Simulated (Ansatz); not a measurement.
**C₃H₈O₃Si: up Jacob's ladder to CCSD(T)**

An exercise on one series of results from a longer session: the logs are not shown, and one member is left open.

Method: functionals in def2-TZVPP, the program's frozen cores in correlated methods; program: Ansatz 0.2.0, Gaussian basis.

Levels to be run: PBE-D4, r2SCAN-D4, PBE0-D4, B3LYP-D4, ωB97X-V, ωB97M-V, B2PLYP; CCSD(T)/def2-TZVPP; MP2/def2-QZVPP; extrapolation to the limit.

**The geometry**

The geometry comes from an earlier relaxation with PBE0-D4 in a triple-zeta def2 set; it is a stationary point, not always the lowest conformer.

SMILES `CO[SiH2]OC(C)=O`, 15 atoms, charge 0, spin multiplicity 1.

Atoms are counted from 1 here; the program's logs count them from 0.

Bond lengths: C1–O2 1.408 Å, C1–H8 1.096 Å, C1–H9 1.091 Å, C1–H10 1.096 Å, O2–Si3 1.633 Å, Si3–O4 1.684 Å, Si3–H11 1.481 Å, Si3–H12 1.481 Å, O4–C5 1.339 Å, C5–C6 1.493 Å, C5–O7 1.206 Å, C6–H13 1.092 Å, C6–H14 1.092 Å, C6–H15 1.087 Å. Angles: O2–C1–H8 111.6°, O2–C1–H9 108.2°, O2–C1–H10 111.6°, H8–C1–H9 108.4°, H8–C1–H10 108.6°, H9–C1–H10 108.4°, C1–O2–Si3 123.0°, O2–Si3–O4 101.0°, O2–Si3–H11 110.8°, O2–Si3–H12 110.7°, O4–Si3–H11 110.7°, O4–Si3–H12 110.8°, H11–Si3–H12 112.3°, Si3–O4–C5 115.6°, O4–C5–C6 113.1°, O4–C5–O7 121.4°, C6–C5–O7 125.5°, C5–C6–H13 109.5° and more.

Set-up of the first run:

Input file in.yaml:

```yaml
crystal:
  periodic: [false, false, false]
  atoms:
    - {symbol: C, position_ang: [-1.017387, -0.855077, -2.911489]}
    - {symbol: O, position_ang: [-0.852542, -0.780559, -1.515114]}
    - {symbol: Si, position_ang: [0.192736, 0.248059, -0.797409]}
    - {symbol: O, position_ang: [-0.059487, -0.117070, 0.826652]}
    - {symbol: C, position_ang: [0.675769, 0.584589, 1.697908]}
    - {symbol: C, position_ang: [0.408813, 0.217127, 3.120511]}
    - {symbol: O, position_ang: [1.462418, 1.419235, 1.326274]}
    - {symbol: H, position_ang: [-0.086729, -1.145339, -3.412717]}
    - {symbol: H, position_ang: [-1.773568, -1.611882, -3.124718]}
    - {symbol: H, position_ang: [-1.356580, 0.099879, -3.329474]}
    - {symbol: H, position_ang: [1.586103, -0.058401, -1.193277]}
    - {symbol: H, position_ang: [-0.175375, 1.653498, -1.082756]}
    - {symbol: H, position_ang: [-0.647829, 0.374311, 3.346048]}
    - {symbol: H, position_ang: [0.614756, -0.844942, 3.267728]}
    - {symbol: H, position_ang: [1.028911, 0.816579, 3.781855]}
basis:
  gaussian: {orbitals: def2-TZVPP}
hamiltonian: {xc: pbe, dispersion: d4}
output: {forces: true, orbitals: {seedname: orbitals}}
```

On the command line:

```console
> ansatz run in.yaml --threads 2 --pin off --events-out ev --progress --plain --max-ram 22528MiB --backend cuda --devices 0, --max-vram 18GiB
```

Steps of the session up to this table: PBE-D4 (GGA); r2SCAN-D4 (meta-GGA); PBE0-D4 (hybrid); B3LYP-D4 (hybrid); ωB97X-V (range-separated); ωB97M-V (range-separated); B2PLYP (double hybrid); CCSD(T) in def2-TZVPP; MP2 in def2-QZVPP.

One table of the session follows, with a row left open; its other results are not shown here.

It belongs to the step «Atomisation energies». 

```
            method  atomisation energy (kJ/mol)
            PBE-D4                       6216.3
         r2SCAN-D4                       6108.6
           PBE0-D4                       6080.7
          B3LYP-D4                       6077.9
           ωB97X-V                       6105.3
           ωB97M-V                       6106.7
            B2PLYP                       6027.6
     HF/def2-TZVPP                       4392.5
    MP2/def2-TZVPP                       6065.0
   CCSD/def2-TZVPP                       5835.4
CCSD(T)/def2-TZVPP                       5931.2
           MP2/CBS                       6225.8
       CCSD(T)/CBS                            ?
```

**Question.** Estimate the row for CCSD(T)/CBS.

As computed: atomisation energy (kJ/mol): 6092.0. In the column «atomisation energy (kJ/mol)» it lies between PBE0-D4 (6080.7) and ωB97X-V (6105.3).

To keep in mind: Free atoms (3 C, 3 O, 1 Si, 8 H) were run apart at each level; the atomisation energy is their sum less the molecule, without zero-point or spin-orbit terms.
